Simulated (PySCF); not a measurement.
# CeH8O4 (Ce(H2O)42+): the cost of one run

Method: several levels, as the steps say, no spin–orbit coupling; program: PySCF 2.14.0.

1 further run of the same task is left out (for a known fault of the program).

## (1) The system as given

13 atoms, charge 2, spin multiplicity 1.

Bond lengths: Ce1–O2 2.606 Å, Ce1–O5 2.606 Å, Ce1–O8 2.606 Å, Ce1–O11 2.606 Å, O2–H3 0.971 Å, O2–H4 0.971 Å, O5–H6 0.971 Å, O5–H7 0.971 Å, O8–H9 0.971 Å, O8–H10 0.971 Å, O11–H12 0.971 Å, O11–H13 0.971 Å. Angles: O2–Ce1–O5 111.2°, O2–Ce1–O8 106.2°, O2–Ce1–O11 111.2°, O5–Ce1–O8 111.2°, O5–Ce1–O11 106.2°, O8–Ce1–O11 111.2°, Ce1–O2–H3 128.1°, Ce1–O2–H4 128.2°, H3–O2–H4 103.7°, Ce1–O5–H6 128.2°, Ce1–O5–H7 128.1°, H6–O5–H7 103.7°, Ce1–O8–H9 128.2°, Ce1–O8–H10 128.1°, H9–O8–H10 103.7°, Ce1–O11–H12 128.1°, Ce1–O11–H13 128.2°, H12–O11–H13 103.7°.

As a file:

```
Ce    0.0000    0.0000    0.0000
O     1.5655    1.4451    1.5006
H     1.5091    1.5905    2.4590
H     2.3487    1.9548    1.2366
O    -1.5655   -1.5006    1.4451
H    -2.3487   -1.2366    1.9548
H    -1.5090   -2.4590    1.5905
O     1.5655   -1.4451   -1.5006
H     2.3487   -1.9548   -1.2366
H     1.5091   -1.5905   -2.4590
O    -1.5655    1.5006   -1.4451
H    -1.5090    2.4590   -1.5905
H    -2.3487    1.2366   -1.9548
```

Formal oxidation states: Ce +2. Each metal's 2 4f electrons lie in its core potential, so multiplicities, spins and levels count the valence alone. For divalent La, Ce, Gd or Lu the extra electron is normally 5d or 6s, so this core forces an excited configuration. An earlier session relaxed this geometry at PBE0, Ce lcecp-0-SVP with ECP48, O def2-SVP, H def2-SVP (singlet, point group S4).

At PBE0 on the finer grid: E = -331.434218 Eh, frontier levels not given, since the 4f levels lie in the core, Mulliken charge on Ce1 +1.32 e, largest force component 0.005 eV/Å. 

Levels to run: HF; revPBE; PBE0, TZVP. Hardware: 2 threads of Arm Neoverse V2, shared host.

## (2) HF

run.py (the lines that set the calculation) reads:

```python
mol = gto.M(atom='''
Ce    -0.00001     0.00000     0.00000
O      1.56547     1.44511     1.50064
H      1.50905     1.59046     2.45902
H      2.34867     1.95479     1.23662
O     -1.56549    -1.50063     1.44510
H     -2.34866    -1.23662     1.95481
H     -1.50904    -2.45902     1.59047
O      1.56547    -1.44511    -1.50064
H      2.34867    -1.95479    -1.23662
H      1.50905    -1.59046    -2.45902
O     -1.56549     1.50063    -1.44510
H     -1.50904     2.45902    -1.59047
H     -2.34866     1.23662    -1.95481''',
    basis={'Ce': 'lcecp-0-SVP', 'O': 'def2-SVP', 'H': 'def2-SVP'},
    ecp={'Ce': 'lcecp-0-SVP'},
    charge=2, spin=0)
mf = scf.RHF(mol)
mf = mf.density_fit()  # fitting sets: Ce AutoAux, O def2-universal-JKFIT, H def2-universal-JKFIT
mf.conv_tol = 1e-08; mf.max_cycle = 55
mf.kernel(dm0)  # dm0: the density of the relaxed state
```

The run is started by

```sh
OMP_NUM_THREADS=2 python run.py
```

**Question.** How long does this run take on 2 threads of Arm Neoverse V2, shared host?

About 3.9 s.
